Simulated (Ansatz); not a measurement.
# Al10As9 wurtzite ring sphere (Al₁₀As₉H₂₆−): one molecule under many settings

Aim: run Al10As9 wurtzite ring sphere (Al₁₀As₉H₂₆−) under a spread of inputs, and see what each costs and gives.

The runs use Ansatz 0.2.0, Gaussian basis; the settings change from run to run.

**1. The geometry**

The geometry comes from an earlier relaxation with PBE-D4/def2-SVP; it is a stationary point, not always the lowest conformer.

45 atoms, charge -1, spin multiplicity 1.

Atoms are counted from 1 here; the program's logs count them from 0.

Bond lengths: Al1–As2 2.574 Å, Al1–As5 2.479 Å, Al1–H20 1.607 Å, Al1–H21 1.609 Å, As2–Al7 2.506 Å, As2–H22 1.529 Å, As2–H23 1.529 Å, Al3–As4 2.529 Å, Al3–As5 2.501 Å, Al3–H24 1.611 Å, Al3–H25 1.615 Å, As4–Al9 2.529 Å, As4–H26 1.528 Å, As4–H27 1.532 Å, As5–Al6 2.470 Å, As5–Al14 2.446 Å, Al6–As8 2.538 Å, Al6–As10 2.470 Å and more. Angles: As2–Al1–As5 99.3°, As2–Al1–H20 104.5°, As2–Al1–H21 103.1°, As5–Al1–H20 113.6°, As5–Al1–H21 111.7°, H20–Al1–H21 121.3°, Al1–As2–Al7 122.7°, Al1–As2–H22 111.2°, Al1–As2–H23 111.9°, Al7–As2–H22 104.4°, Al7–As2–H23 107.0°, H22–As2–H23 96.1°, As4–Al3–As5 100.1°, As4–Al3–H24 109.0°, As4–Al3–H25 104.3°, As5–Al3–H24 111.2°, As5–Al3–H25 110.2°, H24–Al3–H25 119.8° and more.

**2. rPW86-PBE/cc-pVTZ-DK**

Options: charge 0, multiplicity 2, density fitting with def2-universal-jkfit, D3(BJ) dispersion.

in.yaml

```yaml
crystal:
  periodic: [false, false, false]
  atoms:
    - {symbol: Al, position_ang: [0.606861, -4.398650, -0.545773]}
    - {symbol: As, position_ang: [0.588338, -4.129364, 2.013641]}
    - {symbol: Al, position_ang: [0.955864, -2.032884, -3.676439]}
    - {symbol: As, position_ang: [-0.961253, -0.558854, -4.417889]}
    - {symbol: As, position_ang: [0.597868, -2.008427, -1.201711]}
    - {symbol: Al, position_ang: [-1.430824, -0.826537, -0.435500]}
    - {symbol: Al, position_ang: [0.683753, -1.894006, 3.141891]}
    - {symbol: As, position_ang: [-1.227390, -0.707446, 2.091556]}
    - {symbol: Al, position_ang: [-1.279086, 1.839391, -3.679723]}
    - {symbol: As, position_ang: [-1.440298, 1.520265, -1.204784]}
    - {symbol: Al, position_ang: [-3.505051, 2.725971, -0.551746]}
    - {symbol: Al, position_ang: [-1.301863, 1.542232, 3.139059]}
    - {symbol: As, position_ang: [-3.286157, 2.572756, 2.007884]}
    - {symbol: Al, position_ang: [2.668714, -0.993634, -0.386679]}
    - {symbol: As, position_ang: [2.582011, -0.698064, 2.101533]}
    - {symbol: As, position_ang: [2.394611, 1.382192, -1.172445]}
    - {symbol: Al, position_ang: [0.472999, 2.807760, -0.389816]}
    - {symbol: Al, position_ang: [2.880403, 1.666796, 2.921370]}
    - {symbol: As, position_ang: [0.683100, 2.588270, 2.098925]}
    - {symbol: H, position_ang: [-0.767612, -5.161524, -0.878823]}
    - {symbol: H, position_ang: [2.033564, -5.086436, -0.828539]}
    - {symbol: H, position_ang: [-0.629998, -4.815149, 2.632106]}
    - {symbol: H, position_ang: [1.634774, -5.016603, 2.688605]}
    - {symbol: H, position_ang: [0.745781, -3.510732, -4.281904]}
    - {symbol: H, position_ang: [2.278470, -1.189187, -4.058023]}
    - {symbol: H, position_ang: [-2.256079, -1.306337, -4.104549]}
    - {symbol: H, position_ang: [-1.086070, -0.632219, -5.943201]}
    - {symbol: H, position_ang: [-2.787877, -1.610647, -0.778584]}
    - {symbol: H, position_ang: [0.665787, -1.995229, 4.741667]}
    - {symbol: H, position_ang: [-2.457203, -1.417138, 2.659553]}
    - {symbol: H, position_ang: [-2.662793, 2.396448, -4.287852]}
    - {symbol: H, position_ang: [0.113788, 2.561407, -4.060652]}
    - {symbol: H, position_ang: [-4.854105, 1.920770, -0.888834]}
    - {symbol: H, position_ang: [-3.382939, 4.305493, -0.832363]}
    - {symbol: H, position_ang: [-1.399667, 1.579651, 4.738708]}
    - {symbol: H, position_ang: [-4.487555, 1.854166, 2.622327]}
    - {symbol: H, position_ang: [-3.539021, 3.920500, 2.684308]}
    - {symbol: H, position_ang: [4.063053, -1.630130, -0.853048]}
    - {symbol: H, position_ang: [3.815511, -1.445297, 2.608011]}
    - {symbol: H, position_ang: [2.298750, 1.325333, -2.692846]}
    - {symbol: H, position_ang: [3.712515, 2.143715, -1.062666]}
    - {symbol: H, position_ang: [0.619115, 4.332862, -0.858369]}
    - {symbol: H, position_ang: [2.939615, 1.702255, 4.528799]}
    - {symbol: H, position_ang: [4.056246, 2.345444, 2.049428]}
    - {symbol: H, position_ang: [0.651368, 4.030820, 2.603365]}
basis:
  gaussian: {orbitals: cc-pVTZ-DK, fitting: {mean_field: def2-universal-jkfit}}
magnetization: {spin_polarized: true, initial_magnetization: 1}
hamiltonian: {xc: {name: rPW86-PBE}, dispersion: d3bj}
scf: {omitted_lower_state_checks: [starts]}
output: {forces: true}
```

On the command line:

```
> ansatz run in.yaml --threads 4 --pin off --events-out ev --progress --plain --max-ram 46080MiB --backend cuda --devices 0, --max-vram 37GiB
```

Output, cut to the lines that bear on the results:

```text
Functional definition: rPW86-PBE
  name "rPW86-PBE"
  cite "Murray, Lee & Langreth, J. Chem. Theory Comput. 5, 2754 (2009) doi:10.1021/ct900365q"
  cite "Perdew, Burke & Ernzerhof, Phys. Rev. Lett. 77, 3865 (1996) doi:10.1103/PhysRevLett.77.3865"
  parent pbe
[...]
4142 factors; integrals over basis functions are off by at most 1.1e0 eV
[...]
mean field -620504.08928027 eV, -22803.1046882722 hartree, gradient 5.0e-6 eV, S^2 0.751188; 0 other end points of the search recorded, 0 dependent functions left out
[...]
reference -620504.08959784 eV, -22803.1046999426 hartree; 227, 226 occupied and 864, 865 virtual orbitals, 4142 factors
Total energy: -620507.25277125 eV, -22803.2209444214 hartree
Relativity: scalar
Atom 0 at     0.606861    -4.398650    -0.545773 Å, force    -0.143701    -0.686159     0.222354 eV/Å
Atom 1 at     0.588338    -4.129364     2.013641 Å, force    -0.066292    -0.334571     0.023275 eV/Å
Atom 2 at     0.955864    -2.032884    -3.676439 Å, force     0.339476     0.054754    -0.301384 eV/Å
Atom 3 at    -0.961253    -0.558854    -4.417889 Å, force    -0.252214    -0.146322    -0.283838 eV/Å
Atom 4 at     0.597868    -2.008427    -1.201711 Å, force     0.198349     0.250112    -0.351666 eV/Å
Atom 5 at    -1.430824    -0.826537    -0.435500 Å, force    -0.711035    -0.411121     0.291786 eV/Å
Atom 6 at     0.683753    -1.894006     3.141891 Å, force     0.140211    -0.014071     0.487364 eV/Å
[...]
Atom 29 at    -2.457203    -1.417138     2.659553 Å, force     0.074631     0.042781    -0.073156 eV/Å
Atom 30 at    -2.662793     2.396448    -4.287852 Å, force     0.061141    -0.118817     0.147918 eV/Å
Atom 31 at     0.113788     2.561407    -4.060652 Å, force    -0.165697    -0.115690     0.113219 eV/Å
Atom 32 at    -4.854105     1.920770    -0.888834 Å, force     0.248694    -0.011427     0.002813 eV/Å
Atom 33 at    -3.382939     4.305493    -0.832363 Å, force     0.179543    -0.199887    -0.015769 eV/Å
Atom 34 at    -1.399667     1.579651     4.738708 Å, force     0.022464    -0.027002    -0.211677 eV/Å
Atom 35 at    -4.487555     1.854166     2.622327 Å, force     0.113473     0.045227    -0.053640 eV/Å
Atom 36 at    -3.539021     3.920500     2.684308 Å, force     0.075495    -0.123929    -0.043876 eV/Å
Atom 37 at     4.063053    -1.630130    -0.853048 Å, force    -0.163786     0.073140     0.001665 eV/Å
Atom 38 at     3.815511    -1.445297     2.608011 Å, force    -0.079854     0.077301    -0.027600 eV/Å
Atom 39 at     2.298750     1.325333    -2.692846 Å, force     0.022241     0.013357     0.095798 eV/Å
Atom 40 at     3.712515     2.143715    -1.062666 Å, force    -0.119199    -0.069193    -0.013352 eV/Å
Atom 41 at     0.619115     4.332862    -0.858369 Å, force    -0.018371    -0.178417     0.002350 eV/Å
Atom 42 at     2.939615     1.702255     4.528799 Å, force    -0.066550    -0.038489    -0.220864 eV/Å
Atom 43 at     4.056246     2.345444     2.049428 Å, force    -0.179568    -0.103657     0.039315 eV/Å
Atom 44 at     0.651368     4.030820     2.603365 Å, force     0.027261    -0.107960    -0.027312 eV/Å
Dipole moment:    -0.246262    -0.141806     0.402463 e Å
Checks for a lower state left out: starts
```

Run time: 42 s. Hardware: 1 × H100 (card shared with other runs) with 4 threads of AMD EPYC 7R13, shared host; peak host memory 2.9 GiB.

Largest force 0.872 eV/Å, dipole 2.37 D, ⟨S²⟩ 0.751.

**3. r2SCAN/cc-pVTZ**

Options: atoms shaken by 0.03 Å, density fitting with def2-universal-jkfit, a grid of angular degree 47, finite nuclei, D3(BJ) with three-body dispersion.

in.yaml

```yaml
crystal:
  periodic: [false, false, false]
  atoms:
    - {symbol: Al, position_ang: [0.568320, -4.410126, -0.497604]}
    - {symbol: As, position_ang: [0.598268, -4.086591, 1.996174]}
    - {symbol: Al, position_ang: [0.923807, -2.056532, -3.672400]}
    - {symbol: As, position_ang: [-0.893831, -0.569683, -4.431304]}
    - {symbol: As, position_ang: [0.608311, -1.985739, -1.237503]}
    - {symbol: Al, position_ang: [-1.415136, -0.851547, -0.410595]}
    - {symbol: Al, position_ang: [0.667047, -1.871991, 3.154841]}
    - {symbol: As, position_ang: [-1.241177, -0.717648, 2.108333]}
    - {symbol: Al, position_ang: [-1.339177, 1.841424, -3.631974]}
    - {symbol: As, position_ang: [-1.413920, 1.523575, -1.228027]}
    - {symbol: Al, position_ang: [-3.513389, 2.780422, -0.569936]}
    - {symbol: Al, position_ang: [-1.302036, 1.550300, 3.154279]}
    - {symbol: As, position_ang: [-3.249215, 2.597436, 1.917382]}
    - {symbol: Al, position_ang: [2.686239, -1.032550, -0.365095]}
    - {symbol: As, position_ang: [2.547861, -0.707098, 2.113555]}
    - {symbol: As, position_ang: [2.394979, 1.435194, -1.182873]}
    - {symbol: Al, position_ang: [0.463384, 2.824809, -0.384819]}
    - {symbol: Al, position_ang: [2.876196, 1.657059, 2.927504]}
    - {symbol: As, position_ang: [0.676573, 2.544380, 2.086233]}
    - {symbol: H, position_ang: [-0.766468, -5.143393, -0.887270]}
    - {symbol: H, position_ang: [2.092451, -5.055538, -0.843345]}
    - {symbol: H, position_ang: [-0.585891, -4.826062, 2.655156]}
    - {symbol: H, position_ang: [1.631740, -5.085886, 2.670020]}
    - {symbol: H, position_ang: [0.742319, -3.490527, -4.271847]}
    - {symbol: H, position_ang: [2.271527, -1.196990, -4.112571]}
    - {symbol: H, position_ang: [-2.233415, -1.325520, -4.069072]}
    - {symbol: H, position_ang: [-1.093612, -0.561297, -5.944529]}
    - {symbol: H, position_ang: [-2.826108, -1.614567, -0.798187]}
    - {symbol: H, position_ang: [0.662977, -1.991855, 4.762363]}
    - {symbol: H, position_ang: [-2.477800, -1.381249, 2.608999]}
    - {symbol: H, position_ang: [-2.629738, 2.455587, -4.310998]}
    - {symbol: H, position_ang: [0.084511, 2.534893, -4.071039]}
    - {symbol: H, position_ang: [-4.859402, 1.932645, -0.918346]}
    - {symbol: H, position_ang: [-3.355230, 4.300187, -0.834731]}
    - {symbol: H, position_ang: [-1.398421, 1.518868, 4.751156]}
    - {symbol: H, position_ang: [-4.484931, 1.877596, 2.602859]}
    - {symbol: H, position_ang: [-3.506960, 3.912396, 2.678472]}
    - {symbol: H, position_ang: [4.027435, -1.590444, -0.829540]}
    - {symbol: H, position_ang: [3.850260, -1.429847, 2.604172]}
    - {symbol: H, position_ang: [2.300656, 1.329910, -2.667582]}
    - {symbol: H, position_ang: [3.684803, 2.134340, -1.089419]}
    - {symbol: H, position_ang: [0.584935, 4.345103, -0.834953]}
    - {symbol: H, position_ang: [2.935835, 1.727833, 4.507293]}
    - {symbol: H, position_ang: [4.011062, 2.375495, 2.086282]}
    - {symbol: H, position_ang: [0.630985, 4.044903, 2.650753]}
basis:
  gaussian: {orbitals: cc-pVTZ, fitting: {mean_field: def2-universal-jkfit}, final_grid: {core_spheres: 20, valence_spheres: 16, degree: 47}, nuclear_model: gaussian}
total_charge: -1
hamiltonian: {xc: {name: r2SCAN}, dispersion: d3bjatm}
scf: {omitted_lower_state_checks: [starts]}
output: {forces: true}
```

The command is unchanged.

Output, cut to the lines that bear on the results:

```text
Functional definition: r2SCAN
  name "r2SCAN"
  cite "Furness, Kaplan, Ning, Perdew & Sun, J. Phys. Chem. Lett. 11, 8208 (2020) doi:10.1021/acs.jpclett.0c02405"
  cite "Furness, Kaplan, Ning, Perdew & Sun, J. Phys. Chem. Lett. 11, 9248 (2020) doi:10.1021/acs.jpclett.0c03077"
  parent r2scan
[...]
4142 factors; integrals over basis functions are off by at most 1.1e0 eV
[...]
mean field -613983.32772320 eV, -22563.4711209808 hartree, gradient 3.1e-5 eV, S^2 0.000000; 0 other end points of the search recorded, 0 dependent functions left out
[...]
reference -613983.32776077 eV, -22563.4711223613 hartree; 227, 227 occupied and 864, 864 virtual orbitals, 4142 factors
Total energy: -613984.37438285 eV, -22563.5095850135 hartree
Atom 0 at     0.568320    -4.410126    -0.497604 Å, force     1.184196     0.217658    -0.598330 eV/Å
[...]
Atom 36 at    -3.506960     3.912396     2.678472 Å, force     0.127621    -0.329690    -0.342741 eV/Å
Atom 37 at     4.027435    -1.590444    -0.829540 Å, force     0.812614    -0.375412    -0.231018 eV/Å
Atom 38 at     3.850260    -1.429847     2.604172 Å, force    -0.810224     0.341214    -0.214554 eV/Å
Atom 39 at     2.300656     1.329910    -2.667582 Å, force    -0.039179     0.024788    -0.254319 eV/Å
Atom 40 at     3.684803     2.134340    -1.089419 Å, force     0.628149     0.404601     0.041746 eV/Å
Atom 41 at     0.584935     4.345103    -0.834953 Å, force    -0.013305     0.017357     0.048650 eV/Å
Atom 42 at     2.935835     1.727833     4.507293 Å, force    -0.013434    -0.051717     0.186851 eV/Å
Atom 43 at     4.011062     2.375495     2.086282 Å, force     0.166975     0.015391    -0.131502 eV/Å
Atom 44 at     0.630985     4.044903     2.650753 Å, force     0.056533    -1.232701    -0.491056 eV/Å
Dipole moment:    -0.150726    -0.090415     1.220178 e Å
Checks for a lower state left out: starts
```

Wall time 14 s (1 × H100 (card shared with other runs) with 4 threads of AMD EPYC 7R13, shared host); peak host memory 1.6 GiB.

Largest force 1.785 eV/Å.

**4. PBE0/aug-cc-pVDZ**

This run has density fitting with def2-universal-jkfit, D3(BJ) dispersion, relativity set to none, the search for lower states set to off.

in.yaml

```yaml
crystal:
  periodic: [false, false, false]
  atoms:
    - {symbol: Al, position_ang: [0.606861, -4.398650, -0.545773]}
    - {symbol: As, position_ang: [0.588338, -4.129364, 2.013641]}
    - {symbol: Al, position_ang: [0.955864, -2.032884, -3.676439]}
    - {symbol: As, position_ang: [-0.961253, -0.558854, -4.417889]}
    - {symbol: As, position_ang: [0.597868, -2.008427, -1.201711]}
    - {symbol: Al, position_ang: [-1.430824, -0.826537, -0.435500]}
    - {symbol: Al, position_ang: [0.683753, -1.894006, 3.141891]}
    - {symbol: As, position_ang: [-1.227390, -0.707446, 2.091556]}
    - {symbol: Al, position_ang: [-1.279086, 1.839391, -3.679723]}
    - {symbol: As, position_ang: [-1.440298, 1.520265, -1.204784]}
    - {symbol: Al, position_ang: [-3.505051, 2.725971, -0.551746]}
    - {symbol: Al, position_ang: [-1.301863, 1.542232, 3.139059]}
    - {symbol: As, position_ang: [-3.286157, 2.572756, 2.007884]}
    - {symbol: Al, position_ang: [2.668714, -0.993634, -0.386679]}
    - {symbol: As, position_ang: [2.582011, -0.698064, 2.101533]}
    - {symbol: As, position_ang: [2.394611, 1.382192, -1.172445]}
    - {symbol: Al, position_ang: [0.472999, 2.807760, -0.389816]}
    - {symbol: Al, position_ang: [2.880403, 1.666796, 2.921370]}
    - {symbol: As, position_ang: [0.683100, 2.588270, 2.098925]}
    - {symbol: H, position_ang: [-0.767612, -5.161524, -0.878823]}
    - {symbol: H, position_ang: [2.033564, -5.086436, -0.828539]}
    - {symbol: H, position_ang: [-0.629998, -4.815149, 2.632106]}
    - {symbol: H, position_ang: [1.634774, -5.016603, 2.688605]}
    - {symbol: H, position_ang: [0.745781, -3.510732, -4.281904]}
    - {symbol: H, position_ang: [2.278470, -1.189187, -4.058023]}
    - {symbol: H, position_ang: [-2.256079, -1.306337, -4.104549]}
    - {symbol: H, position_ang: [-1.086070, -0.632219, -5.943201]}
    - {symbol: H, position_ang: [-2.787877, -1.610647, -0.778584]}
    - {symbol: H, position_ang: [0.665787, -1.995229, 4.741667]}
    - {symbol: H, position_ang: [-2.457203, -1.417138, 2.659553]}
    - {symbol: H, position_ang: [-2.662793, 2.396448, -4.287852]}
    - {symbol: H, position_ang: [0.113788, 2.561407, -4.060652]}
    - {symbol: H, position_ang: [-4.854105, 1.920770, -0.888834]}
    - {symbol: H, position_ang: [-3.382939, 4.305493, -0.832363]}
    - {symbol: H, position_ang: [-1.399667, 1.579651, 4.738708]}
    - {symbol: H, position_ang: [-4.487555, 1.854166, 2.622327]}
    - {symbol: H, position_ang: [-3.539021, 3.920500, 2.684308]}
    - {symbol: H, position_ang: [4.063053, -1.630130, -0.853048]}
    - {symbol: H, position_ang: [3.815511, -1.445297, 2.608011]}
    - {symbol: H, position_ang: [2.298750, 1.325333, -2.692846]}
    - {symbol: H, position_ang: [3.712515, 2.143715, -1.062666]}
    - {symbol: H, position_ang: [0.619115, 4.332862, -0.858369]}
    - {symbol: H, position_ang: [2.939615, 1.702255, 4.528799]}
    - {symbol: H, position_ang: [4.056246, 2.345444, 2.049428]}
    - {symbol: H, position_ang: [0.651368, 4.030820, 2.603365]}
basis:
  gaussian: {orbitals: aug-cc-pVDZ, fitting: {mean_field: def2-universal-jkfit}}
total_charge: -1
hamiltonian: {xc: {name: PBE0}, dispersion: d3bj, pseudopotentials: {relativity: none}}
scf: {lower_state_search: off}
```

The command is unchanged.

Output, cut to the lines that bear on the results:

```text
Functional definition: PBE0
  name "PBE0"
  cite "Adamo & Barone, J. Chem. Phys. 110, 6158 (1999) doi:10.1063/1.478522"
  cite "Perdew, Burke & Ernzerhof, Phys. Rev. Lett. 77, 3865 (1996) doi:10.1103/PhysRevLett.77.3865"
  parent pbe
[...]
4142 factors; integrals over basis functions are off by at most 3.5e-1 eV
[...]
mean field -613877.87083857 eV, -22559.5956519517 hartree, gradient 4.0e-6 eV, S^2 0.000000; 0 other end points of the search recorded, 0 dependent functions left out
reference -613877.87107132 eV, -22559.5956605053 hartree; 227, 227 occupied and 601, 601 virtual orbitals, 4142 factors
Total energy: -613880.87330088 eV, -22559.7059904065 hartree
Checks for a lower state left out: stability, starts, cluster_reference, orbital_swaps, neighbouring_geometries, increment
```

Run time: 7.5 s. Hardware: 1 × H100 (card shared with other runs) with 4 threads of AMD EPYC 7R13, shared host.

**5. The runs in one table**

```
               level  charge  multiplicity  geometry  functions  energy (eV)   time
rPW86-PBE/cc-pVTZ-DK       0             2   relaxed       1091  -620507.253   42 s
      r2SCAN/cc-pVTZ      -1             1    shaken       1091  -613984.374   14 s
    PBE0/aug-cc-pVDZ      -1             1   relaxed        828  -613880.873  7.5 s
```

**6. Outcome**

| quantity | value |
| --- | --- |
| runs | 3 |
| quickest | PBE0/aug-cc-pVDZ, 7.5 s |
| slowest | rPW86-PBE/cc-pVTZ-DK, 42 s |

The runs differ in state or geometry as well as level, so their energies can't be set against each other. Run time spans a factor of 6, from PBE0/aug-cc-pVDZ to rPW86-PBE/cc-pVTZ-DK. The jobs differ in tasks and options as well as level.
